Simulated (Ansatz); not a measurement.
**CH₃AlClFO: a ladder of functionals and wavefunction methods**

How much do the methods differ for CH₃AlClFO? The plan is to run it at one geometry with functionals of several rungs and with coupled cluster, and see how far each lands from CCSD(T) at the basis-set limit for the atomisation energy.

Computed with Ansatz 0.2.0, Gaussian basis. Level: functionals in def2-TZVPP, the program's frozen cores in correlated methods.

Plan: LDA (SPW92), PBE-D4, revPBE-D4, BLYP-D4, r2SCAN-D4, B97M-V, PBE0-D4, B3LYP-D4, r2SCANh-D4, r2SCAN0-D4, HSE06-D4, BHLYP-D4, CAM-B3LYP-D4, LC-ωPBE, ωB97X-V, ωB97M-V, B2PLYP, PBE-QIDH; CCSD(T)/def2-SVP; CCSD(T)/def2-TZVPP; MP2/def2-QZVPP; extrapolation to the limit; RPA on PBE.

### 1 Structure used throughout

The geometry comes from an earlier relaxation with PBE0-D4 in a triple-zeta def2 set; it is a stationary point, not always the lowest conformer.

SMILES `C[O][Al]([F])[Cl]`, 8 atoms, charge 0, spin multiplicity 1.

Atoms are counted from 1 here; the program's logs count them from 0.

Bond lengths: C1–O2 1.402 Å, C1–H6 1.094 Å, C1–H7 1.094 Å, C1–H8 1.096 Å, O2–Al3 1.663 Å, Al3–F4 1.635 Å, Al3–Cl5 2.077 Å. Angles: O2–C1–H6 109.7°, O2–C1–H7 109.7°, O2–C1–H8 112.4°, H6–C1–H7 108.2°, H6–C1–H8 108.4°, H7–C1–H8 108.4°, C1–O2–Al3 136.1°, O2–Al3–F4 119.1°, O2–Al3–Cl5 121.9°, F4–Al3–Cl5 119.0°.

### 2 LDA

This LDA is Slater exchange with PW92 correlation.

in.yaml

```yaml
crystal:
  periodic: [false, false, false]
  atoms:
    - {symbol: C, position_ang: [-0.623540, -0.334379, 1.085592]}
    - {symbol: O, position_ang: [0.308977, -0.603639, 0.074245]}
    - {symbol: Al, position_ang: [0.868652, 0.181363, -1.280660]}
    - {symbol: F, position_ang: [2.009498, -0.538886, -2.203503]}
    - {symbol: Cl, position_ang: [0.159630, 2.052174, -1.836767]}
    - {symbol: H, position_ang: [-0.125382, -0.347433, 2.059099]}
    - {symbol: H, position_ang: [-1.398213, -1.106361, 1.087907]}
    - {symbol: H, position_ang: [-1.107522, 0.640160, 0.958287]}
basis:
  gaussian: {orbitals: def2-TZVPP}
hamiltonian: {xc: lda}
output: {orbitals: {seedname: orbitals}}
```

Further steps of the session: PBE-D4 (GGA); revPBE-D4 (GGA); BLYP-D4 (GGA); r2SCAN-D4 (meta-GGA); B97M-V (meta-GGA); PBE0-D4 (hybrid); B3LYP-D4 (hybrid); r2SCANh-D4 (hybrid); r2SCAN0-D4 (hybrid); HSE06-D4 (hybrid); BHLYP-D4 (hybrid); CAM-B3LYP-D4 (range-separated); LC-ωPBE-D4 (range-separated); ωB97X-V (range-separated); ωB97M-V (range-separated); B2PLYP (double hybrid); PBE-QIDH (double hybrid); CCSD(T) in def2-SVP; CCSD(T) in def2-TZVPP; MP2 in def2-QZVPP; RPA on PBE orbitals.

Q: Predict the results of all the runs planned. Wanted: atomisation energy, CCSD(T)/CBS; farthest beyond LDA; mean size of error, GGA; mean size of error, meta-GGA; mean size of error, hybrid; mean size of error, range-separated; mean size of error, double hybrid; gap, smallest and largest; T1 diagnostic.

As calculated:

| quantity | value |
| --- | --- |
| atomisation energy, CCSD(T)/CBS | 3144.2 kJ/mol |
| functionals within 15.7 kJ/mol (0.5 %) | r2SCAN-D4, B97M-V, CAM-B3LYP-D4, ωB97X-V, ωB97M-V |
| farthest beyond LDA | BHLYP-D4 (-134.8 kJ/mol) |
| mean size of error, GGA | 41.7 kJ/mol |
| mean size of error, meta-GGA | 3.3 kJ/mol |
| mean size of error, hybrid | 57.8 kJ/mol |
| mean size of error, range-separated | 14.7 kJ/mol |
| mean size of error, double hybrid | 44.6 kJ/mol |
| gap, smallest and largest | 5.24 eV (LDA (SPW92)), 12.89 eV (LC-ωPBE) |
| T1 diagnostic | 0.0114 |
| triples share of the correlation energy | 3.4 % |

**Reading.** The LDA atomisation energy is off by 413.7 kJ/mol (13 %): it overbinds. PBE-D4 misses by +23.2 kJ/mol. Double hybrids carry the basis error of their MP2 part in triple zeta, and no dispersion term here, so their miss is partly the set-up's. The rungs meta-GGA, range-separated miss on average by less than the doubt on the reference (15.7 kJ/mol), so they tie. Misses under about 15.7 kJ/mol are within the doubt on the reference itself, which lacks core-valence correlation, relativity and higher excitations. Hartree-Fock recovers 74 % of the binding; the rest is correlation. CCSD(T) in def2-SVP is off by -194.4 kJ/mol, more than most functionals: a good method in a small basis is no reference. The gap grows from 5.2 to 12.9 eV across the functionals, mostly with the share of exact exchange.
